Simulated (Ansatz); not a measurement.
**GeH3O2 (SMILES [O][GeH2][OH]) at UMP2/cc-pVDZ**

What is the energy change on altering one bond length of GeH3O2 at UMP2/cc-pVDZ? 

Program for the calculation: Ansatz 0.2.0.

55 further runs of the same task are left out: 55 set aside as unsound or not needed. Runs told in other sessions of the task aren't counted.

**1. The system as given**

The species is GeH3O2 (6 atoms), meant as a doublet with charge 0. SMILES: `[O][GeH2][OH]`. The coordinates come from a PBE0-D4/def2-TZVP relaxation. This is one conformer, not always the lowest.

Bond lengths: O1–Ge2 1.790 Å, Ge2–O3 1.768 Å, Ge2–H4 1.539 Å, Ge2–H5 1.528 Å, O3–H6 0.960 Å. Angles: O1–Ge2–O3 111.6°, O1–Ge2–H4 102.2°, O1–Ge2–H5 109.7°, O3–Ge2–H4 112.1°, O3–Ge2–H5 104.9°, Ge2–O3–H6 113.3°, H4–Ge2–H5 116.5°.

**2. A single-point energy at UMP2/cc-pVDZ**

input.yaml reads:

```yaml
crystal:
  periodic: [false, false, false]
  atoms:
    - symbol: O
      position_ang: [-1.694000, -0.455900, 0.556900]
    - symbol: Ge
      position_ang: [-0.249900, 0.168600, -0.295800]
    - symbol: O
      position_ang: [1.186300, 0.124100, 0.735000]
    - symbol: H
      position_ang: [-0.134800, -0.795800, -1.489800]
    - symbol: H
      position_ang: [-0.447300, 1.647000, -0.628900]
    - symbol: H
      position_ang: [1.381600, -0.751900, 1.076400]
basis:
  gaussian: {orbitals: cc-pVDZ}
magnetization: {spin_polarized: true, initial_magnetization: 1}
correlation: {method: mp2, frozen_orbitals: {Ge: 9, H: 0, O: 1}}
accuracy: high
```

Launch:

```sh
$ ansatz run input.yaml --threads 1 --pin off --max-ram 2610MiB --events-out events.jsonl --progress --plain --runs-dir runs
```

Standard output:

```text
Warning: RAYON_NUM_THREADS=1 ignored (pool sized by the plan → 1); use --threads N
Functional definition: HF
  name "HF"
  exchange = exact_x
  correlation = 0
1529 factors; integrals over basis functions are off by at most 4.5e-9 eV
mean field evaluation 1: about -60585.1570 eV, gradient 3.6e1 eV
mean field evaluation 2: about -60585.1712 eV, gradient 3.6e1 eV
mean field evaluation 4: about -60593.4887 eV, gradient 6.5e0 eV
mean field evaluation 8: about -60594.2651 eV, gradient 3.0e-1 eV
mean field evaluation 16: about -60594.2732 eV, gradient 6.4e-7 eV
mean field evaluation 32: about -60594.2731 eV, gradient 1.8e-1 eV
mean field evaluation 64: about -60594.2719 eV, gradient 3.7e-2 eV
mean field -60594.27319176 eV, -2226.7984675238 hartree, gradient 1.8e-8 eV, S^2 0.756584; 5 other end points of the search recorded, 0 dependent functions left out
11 core orbitals not correlated: weight in the atoms' cores, before any rotation towards them, 1.000 or more for the frozen orbitals, at most 0.000 for the correlated occupied ones
reference -60594.27319176 eV, -2226.7984675238 hartree; 15, 14 occupied and 44, 45 virtual orbitals, 1529 factors
second order -12.11687888 eV of doubles, -0.00000000 eV of singles
Total energy: -60606.39007064 eV, -2227.2437546095 hartree
```

Run time: 3.3 s. Hardware: 1 thread of AMD EPYC 9R45 (Zen 5), shared host; peak memory 0.24 GiB.

**3. The distorted shape, same level**

job.yaml reads:

```yaml
crystal:
  periodic: [false, false, false]
  atoms:
    - {symbol: O, position_ang: [-3.417476, -0.402499, -0.680086]}
    - {symbol: Ge, position_ang: [-1.973376, 0.222001, -1.532786]}
    - {symbol: O, position_ang: [1.186300, 0.124100, 0.735000]}
    - {symbol: H, position_ang: [-1.858276, -0.742399, -2.726786]}
    - {symbol: H, position_ang: [-2.170776, 1.700401, -1.865886]}
    - {symbol: H, position_ang: [1.381600, -0.751900, 1.076400]}
basis:
  gaussian: {orbitals: cc-pVDZ}
magnetization: {spin_polarized: true, initial_magnetization: 1}
correlation: {method: mp2, frozen_orbitals: {Ge: 9, H: 0, O: 1}}
accuracy: high
```

Launch:

```sh
$ ansatz run job.yaml --threads 1 --pin off --max-ram 2610MiB --events-out events.jsonl --progress --plain --runs-dir runs
```

Standard output:

```text
Warning: RAYON_NUM_THREADS=1 ignored (pool sized by the plan → 1); use --threads N
Functional definition: HF
  name "HF"
  exchange = exact_x
  correlation = 0
1417 factors; integrals over basis functions are off by at most 1.3e-8 eV
mean field evaluation 1: about -60574.3104 eV, gradient 4.4e1 eV
mean field evaluation 2: about -60574.3365 eV, gradient 4.4e1 eV
mean field evaluation 4: about -60579.2815 eV, gradient 3.7e1 eV
mean field evaluation 8: about -60586.7824 eV, gradient 5.1e0 eV
mean field evaluation 16: about -60590.9871 eV, gradient 2.5e0 eV
mean field evaluation 32: about -60591.3971 eV, gradient 1.8e-5 eV
mean field evaluation 64: about -60591.3944 eV, gradient 2.3e-1 eV
mean field evaluation 96: about -60591.3962 eV, gradient 2.2e-1 eV
mean field evaluation 128: about -60591.3931 eV, gradient 1.8e-1 eV
mean field evaluation 160: about -60591.1904 eV, gradient 2.8e-2 eV
mean field evaluation 192: about -60589.9724 eV, gradient 6.6e0 eV
mean field evaluation 224: about -60591.3949 eV, gradient 1.3e-1 eV
mean field evaluation 256: about -60586.8663 eV, gradient 2.3e-1 eV
mean field -60591.39915736 eV, -2226.6928487076 hartree, gradient 3.1e-8 eV, S^2 1.629120; 14 other end points of the search recorded, 0 dependent functions left out
11 core orbitals not correlated: weight in the atoms' cores, before any rotation towards them, 1.000 or more for the frozen orbitals, at most 0.000 for the correlated occupied ones
reference -60591.39915736 eV, -2226.6928487076 hartree; 15, 14 occupied and 44, 45 virtual orbitals, 1417 factors
second order -10.74445863 eV of doubles, -0.00000000 eV of singles
Total energy: -60602.14361599 eV, -2227.0877002793 hartree
```

It took 9.3 s on 1 thread of AMD EPYC 9R45 (Zen 5), shared host; peak memory 0.33 GiB.

**4. Outcome**

Level: UMP2/cc-pVDZ, 11 core orbitals frozen.

| quantity | value |
| --- | --- |
| first shape: total energy | -2227.24375 Eh |
| first shape: correlation energy (11 core orbitals frozen) | -445.3 mEh |
| first shape: ⟨S²⟩ of the reference determinant | 0.757 |
| distorted shape: total energy | -2227.08770 Eh |
| distorted shape: correlation energy (11 core orbitals frozen) | -394.9 mEh |
| distorted shape: ⟨S²⟩ of the reference determinant | 1.629 |
| energy change with the Ge2–O3 bond stretched from 1.768 to 3.891 Å | 4.246 eV |

**Reading.** With the Ge2–O3 bond stretched from 1.768 to 3.891 Å the energy rises by 4.25 eV (410 kJ/mol). The first shape isn't relaxed at this level, so the change isn't measured from a minimum. ⟨S²⟩ (distorted shape) is 1.63 where a pure doublet has 0.75: the reference is spin-contaminated.
